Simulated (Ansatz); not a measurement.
**Tl: a single point and what it writes**

Aim: for Tl, a database entry, slightly rescaled, find gap or metal, charges, bonding, and the stress on the cell. The atoms and the cell stay fixed.

Computed, not measured: Ansatz 0.2.0, DFT, PBE, spin-orbit coupling, plane waves, PAW.

**1. The system as given**

Symmetry: P6_3/mmc, No. 194, hexagonal system. Conventional cell: a = 3.432 Å, b = 3.432 Å, c = 5.487 Å, α = 90.00°, β = 90.00°, γ = 120.00°. Tl (site symmetry -6m2) has 12 Tl at 3.38 to 3.43 Å as nearest neighbours.

As a file:

```cif
data_structure
_symmetry_space_group_name_H-M 'P 1'
_symmetry_Int_Tables_number 1
_cell_length_a 3.4325
_cell_length_b 3.4325
_cell_length_c 5.4874
_cell_angle_alpha 90.000
_cell_angle_beta 90.000
_cell_angle_gamma 120.000
_cell_volume 55.99
loop_
_atom_site_label
_atom_site_type_symbol
_atom_site_fract_x
_atom_site_fract_y
_atom_site_fract_z
_atom_site_occupancy
Tl1 Tl 0.33333 0.66667 0.25000 1
Tl2 Tl 0.66667 0.33333 0.75000 1
```

It is a restart: the density comes from an earlier run on this cell. In it: no atom with a moment over 0.3 μB.

**2. The run**

Input file input.yaml:

```yaml
crystal:
  lattice:
    - [3.43248816, 0.0, 0.0]
    - [-1.71624408, 2.97261817, 0.0]
    - [0.0, 0.0, 5.48741235]
  atoms:
    - { symbol: Tl, position: [0.33333, 0.66667, 0.25] }
    - { symbol: Tl, position: [0.66666, 0.33333, 0.75] }
  symmetry: { tolerance: 0.0003 }
kpoints:
  mp_grid: { grid: [11, 11, 6], shift: [0, 0, 0] }
  band_path:
    path:
      - [0.0, 0.0, 0.0]
      - [0.5, 0.0, 0.0]
      - [0.33333333, 0.33333333, 0.0]
      - [0.0, 0.0, 0.0]
      - [0.0, 0.0, 0.5]
      - [0.5, 0.0, 0.5]
      - [0.33333333, 0.33333333, 0.5]
      - [0.0, 0.0, 0.5]
      - [0.5, 0.0, 0.5]
      - [0.5, 0.0, 0.0]
      - [0.33333333, 0.33333333, 0.5]
    npoints: 6
magnetization:
  noncollinear: true
  spin_orbit: true
scf:
  occupations: { method: fermi_dirac, width: 0.0223 }
  lower_state_search: "off"
  max_iter: 200
hamiltonian:
  pseudopotentials: { kind: paw_fr }
  xc: pbe
basis:
  ecutwfc: 420
  fft_grid_basis: typed
output:
  forces: true
  stress: true
  eigenvalues: true
  bader: true
  populations: true
  elf: true
  write_potential: true
  volumetric_format: npy
  dos:
    e_range: [-12, 8]
    de: 0.05
    projected: { site_lists: { Tl: [Tl] } }
    method: { smearing: { sigma: 0.1, scheme: gaussian } }
checkpoint:
  read: saved_state
```

Before running it: what results should come out? Wanted: largest force; pressure; character; moments.

The runs gave:

| quantity | value |
| --- | --- |
| largest force | 0.000 eV/Å |
| pressure | 3.5 GPa |
| character | metal |
| density of states, mean within 0.25 eV of the Fermi level | 0.79 per eV per cell |
| moments | none |

In words: It is a metal; within 0.25 eV of the Fermi level the density of states averages 0.79 per eV per cell, mostly Tl p (75 %) and Tl s (22 %). The spin density vanishes in this state. No starting moment was given, so this is set by the input, not found. At 3.5 GPa the cell is compressed and would expand.
